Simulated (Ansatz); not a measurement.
# GaAs: the cost of one run

Program: Ansatz 0.2.0. Level of theory: DFT LDA, frozen-core PAW, scalar-relativistic unless said. These are calculated values, not measurements.

2 further runs of the same task are left out: 1 that didn't finish, 1 set aside as unsound or not needed.

## Step 1: The starting structure

The structure is cubic, space group F-43m (No. 216). The conventional cell has a = 5.654 Å, b = 5.654 Å, c = 5.654 Å, α = 90.00°, β = 90.00°, γ = 90.00°. Ga (site symmetry -43m) has 4 As at 2.45 Å as nearest neighbours. Around As (site symmetry -43m) lie 4 Ga at 2.45 Å.

Structure file:

```
CELL_PARAMETERS angstrom
0.00000 2.82685 2.82685
2.82685 0.00000 2.82685
2.82685 2.82685 0.00000
ATOMIC_POSITIONS crystal
Ga 0.00000 0.00000 0.00000
As 0.75000 0.75000 0.75000
```

Cartesian axes are those of the input's lattice vectors. The structure goes back to a database entry.

## Step 2: Cell and atoms relaxed, PAW

The input, input.yaml:

```yaml
crystal:
  lattice:
    - [0.0, 2.82685, 2.82685]
    - [2.82685, 0.0, 2.82685]
    - [2.82685, 2.82685, 0.0]
  atoms:
    - { symbol: Ga, position: [0.0, 0.0, 0.0] }
    - { symbol: As, position: [0.75, 0.75, 0.75] }
kpoints:
  mp_grid: { grid: [10, 10, 10] }
scf:
  occupations: { method: fermi_dirac, width: 0.1 }
hamiltonian:
  xc: lda
  pseudopotentials: { kind: paw }
relax:
  f_tol: 0.002
  max_steps: 80
  cell: {}
output:
  forces: true
  stress: true
```

Launch:

```console
ansatz run input.yaml --threads 2 --pin off --max-ram 5120MiB --backend cpu --events-out ev --progress --plain --runs-dir out
```

Q: Estimate wall time and peak memory on 2 threads of Intel Xeon Platinum 8259CL at 2.50GHz (Skylake/Cascade Lake), shared host.

About 13 s, with a peak of 0.42 GiB.
